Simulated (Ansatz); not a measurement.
# CH6Sn: the cost of one run

Program: Ansatz 0.2.0. Level of theory: RKS PBE0-D4/def2-SVP. These are calculated values, not measurements.

## 1. Starting point

Bond lengths: Sn1–H2 1.740 Å, Sn1–H3 1.740 Å, Sn1–H4 1.739 Å, Sn1–C5 2.148 Å, C5–H6 1.110 Å, C5–H7 1.110 Å, C5–H8 1.110 Å. Angles: H2–Sn1–H3 109.4°, H2–Sn1–H4 109.5°, H2–Sn1–C5 109.5°, H3–Sn1–H4 109.5°, H3–Sn1–C5 109.5°, H4–Sn1–C5 109.5°, Sn1–C5–H6 109.5°, Sn1–C5–H7 109.5°, Sn1–C5–H8 109.5°, H6–C5–H7 109.4°, H6–C5–H8 109.4°, H7–C5–H8 109.4°.

Coordinates:

```xyz
8

Sn    0.0000    0.0000    0.0000
H     0.0000    0.0000    1.7400
H     1.6408    0.0000   -0.5794
H    -0.8195    1.4198   -0.5794
C    -1.0126   -1.7544   -0.7160
H    -1.5123   -2.2661    0.1329
H    -1.7727   -1.4617   -1.4701
H    -0.2768   -2.4431   -1.1811
```

## 2. Preparing the start

The input, input.yaml:

```yaml
crystal:
  periodic: [false, false, false]
  atoms:
    - { symbol: Sn, position_ang: [0.0, 0.0, 0.0] }
    - { symbol: H, position_ang: [0.0, 0.0, 1.74] }
    - { symbol: H, position_ang: [1.6408, 0.0, -0.5794] }
    - { symbol: H, position_ang: [-0.8195, 1.4198, -0.5794] }
    - { symbol: C, position_ang: [-1.0126, -1.7544, -0.716] }
    - { symbol: H, position_ang: [-1.5123, -2.2661, 0.1329] }
    - { symbol: H, position_ang: [-1.7727, -1.4617, -1.4701] }
    - { symbol: H, position_ang: [-0.2768, -2.4431, -1.1811] }
basis:
  gaussian: { orbitals: def2-SVP }
hamiltonian:
  xc: pbe0
  dispersion: d4
relax:
  f_tol: 0.02
  max_steps: 40
```

Run with:

```sh
$ ansatz run input.yaml --threads 1 --pin off --max-ram 2048MiB --backend cpu --events-out ev --progress --plain --runs-dir out
```

**Question.** How long does this run take on 1 thread of Arm Neoverse V1, shared host, and how much memory does it need?

About 34 s, with a peak of 0.13 GiB.
